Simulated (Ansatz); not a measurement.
**ZnIr: an axial (c/a) deformation path**

One table from this session's results is given with a row withheld; the runs are named, their logs left out.

Method: DFT PBEsol, scalar-relativistic, plane waves, PAW, in Ansatz 0.2.0.

### Starting point

The structure is hexagonal, space group P-6m2 (No. 187). The conventional cell has a = 2.777 Å, b = 2.777 Å, c = 4.164 Å, α = 90.00°, β = 90.00°, γ = 120.00°. Zn (site symmetry -6m2) has 6 Ir at 2.63 Å and 6 Zn at 2.78 Å as nearest neighbours. Ir (site symmetry -6m2) is surrounded by 6 Zn at 2.63 Å and 6 Ir at 2.78 Å.

Structure file:

```xyz
2
Lattice="2.7772 0.0000 0.0000 -1.3886 2.4051 0.0000 0.0000 0.0000 4.1639" Properties=species:S:1:pos:R:3 pbc="T T T"
Zn    1.3886    0.8017    2.0819
Ir    0.0000    0.0000    0.0000
```

The structure comes from the Materials Project (structure only).

Set-up of the first run:

File input.yaml:

```yaml
crystal:
  lattice:
    - [2.7771790596, 0.0, 0.0]
    - [-1.3885895298, 2.4051076165, 0.0]
    - [0.0, 0.0, 4.16386207]
  atoms:
    - { symbol: Zn, position: [0.66666667, 0.33333333, 0.5] }
    - { symbol: Ir, position: [0.0, 0.0, 0.0] }
basis:
  ecutwfc: 420
kpoints:
  mp_grid: { grid: [9, 9, 4] }
hamiltonian:
  xc: pbesol
scf:
  occupations: { method: gaussian, width: 0.1 }
output:
  forces: true
  stress: true
  eigenvalues: true
```

Among the steps run: Quick check of gap, pressure and forces; ρ = 0.850; ρ = 1.200; ρ = 0.920; ρ = 1.100; Point ρ = 0.960.

One of the session's tables, all rows but one given; the rest of the session is left out.

It belongs to the step «The scan collected». 

```
    ρ  ΔE (meV/atom)  pressure (GPa)
0.850          158.4             1.4
0.920           47.0            -2.1
0.960           12.7            -3.3
1.000            0.0            -3.8
1.100              ?               ?
1.200          190.0             2.9
```

Estimate the missing values for ρ = 1.100.

Worked estimate for «ΔE (meV/atom)». A straight line through the neighbours (1.000, 0.0) and (1.200, 190.0) gives 0.0 + (190.0 − 0.0) × (1.100 − 1.000) / (1.200 − 1.000) = 95.0; a parabola fitted to 3 rows on both sides gives 42.2.

**Answer.** ΔE (meV/atom): 50.5; pressure (GPa): -2.3. In «ΔE (meV/atom)» the line misses by +44.5 and the parabola by -8.3.
